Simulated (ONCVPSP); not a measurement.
**Pseudopotential generation for La: ONCV, PBE**

Task: generate the file, and judge it by its errors in other configurations, its logarithmic derivatives, its ghosts and its cutoff.

The numbers are computed with ONCVPSP 4.0.1 (PBE, scalar-relativistic, spin-unpolarised reference atom).

### Step 1. Starting point

Typed settings, in words:

```json
{
 "element": "lanthanum (La, Z = 57)",
 "type": "optimised norm-conserving Vanderbilt (ONCV)",
 "frozen core": "[Kr] 4d10",
 "valence charge": "11",
 "reference configuration": "5s2 5p6 5d1 6s1.75 6p0.25",
 "partial waves": "5s+6s: rc 2.50 bohr, ncon 3, nbas 8, qcut 3.9 1/bohr, 2 projectors; 5p+6p: rc 3.10 bohr, ncon 4, nbas 8, qcut 4.8 1/bohr, 2 projectors; 5d: rc 3.30 bohr, ncon 4, nbas 9, qcut 4 1/bohr, 2 projectors, debl 2.4 Ha; f scattering state at 0.36 Ha: rc 3.60 bohr, ncon 4, nbas 7, qcut 3.2 1/bohr, 2 projectors, debl 0.3 Ha",
 "local potential": "polynomial inside 1.70 bohr (lpopt 5, dvloc0 3 Ha)",
 "core correction": "Teter function, fcfact 4.75, rcfact 1.35"
}
```

An earlier all-electron run gives the scale for the radii.

All-electron outer shells of the reference configuration (PBE, scalar-relativistic, ld1.x):

```
shell  level (eV)  outermost node (bohr)  outermost maximum (bohr)
   4d     -104.14                   0.32                      0.68
   5s      -39.21                   0.77                      1.41
   5p      -22.68                   0.83                      1.58
   4f       -4.63                      –                      0.75
   6s       -3.84                   1.86                      3.79
   5d       -3.32                   0.95                      2.21
   6p       -1.49                   2.20                      4.93
```

### Step 2. Generating the potential

File La.dat:

```
# ATOM AND REFERENCE CONFIGURATION
# atsym  z   nc   nv     iexc    psfile
  La 57.00    9    5        4      upf
#
#   n    l    f
    1    0    2.00
    2    0    2.00
    2    1    6.00
    3    0    2.00
    3    1    6.00
    3    2   10.00
    4    0    2.00
    4    1    6.00
    4    2   10.00
    5    0    2.00
    5    1    6.00
    5    2    1.00
    6    0    1.75
    6    1    0.25
#
# PSEUDOPOTENTIAL AND OPTIMIZATION
# lmax
    3
#
#   l,   rc,      ep,       ncon, nbas, qcut
    0    2.50    0.00    3    8    3.90
    1    3.10    0.00    4    8    4.80
    2    3.30    0.00    4    9    4.00
    3    3.60    0.36    4    7    3.20
#
# LOCAL POTENTIAL
# lloc, lpopt,  rc(5),   dvloc0
    4    5    1.70    3.00
#
# VANDERBILT-KLEINMAN-BYLANDER PROJECTORs
# l, nproj, debl
    0    2    2.30
    1    2    1.80
    2    2    2.40
    3    2    0.30
#
# MODEL CORE CHARGE
# icmod, fcfact, rcfact
    3    4.75    1.35
#
# LOG DERIVATIVE ANALYSIS
# epsh1, epsh2, depsh
   -3.00    5.00    0.02
#
# OUTPUT GRID
# rlmax, drl
    6.00    0.01
#
# TEST CONFIGURATIONS
# ncnf
    4
# nvcnf
#   n    l    f
    5
    5    0    2.00
    5    1    6.00
    5    2    1.00
    6    0    2.00
    6    1    0.00
#
    5
    5    0    2.00
    5    1    6.00
    5    2    1.00
    6    0    1.00
    6    1    0.00
#
    5
    5    0    2.00
    5    1    6.00
    5    2    1.00
    6    0    0.00
    6    1    0.00
#
    6
    5    0    2.00
    5    1    6.00
    5    2    0.00
    6    0    1.00
    6    1    0.00
    4    3    1.00
#
```

On the command line:

```bash
oncvpsp.x < La.dat > La.out
```

**Question.** What will these runs give? Wanted: cutoffs for 1 and 0.1 mHa per electron, occupied waves; bound ghosts; GHOST(+) flags; largest test error; largest phase difference near zero energy, channels read; rms error of d²Exc/dn², without and with the model core; projector energies reset by the program.

The runs gave:

| quantity | value |
| --- | --- |
| cutoffs for 1 and 0.1 mHa per electron, occupied waves | 5.3 Ha and 7.2 Ha |
| bound ghosts | none found |
| GHOST(+) flags | s at 70 eV |
| largest test error (AE − PS) | +1839 meV, for 4f1 5s2 5p6 5d0 6s1 6p0 |
| largest phase difference near zero energy, channels read | 0.014 rad |
| rms error of d²Exc/dn², without and with the model core | 2.30 and 1.08 mHa |
| projector energies reset by the program | f: -0.170, 0.130 Ha |

By total energies transferability is poor: the largest error is 1839 meV on 5.6 eV, for 4f1 5s2 5p6 5d0 6s1 6p0. The potential is soft on the atom at that tolerance: the looser tolerance needs 5.3 Ha. That counts occupied waves only; other projectors can need more. It is free of bound ghosts as far as tested. Near zero energy the phases of the channels with partial waves agree within 0.014 rad. The program also flags highly localised states, GHOST(+) (s).
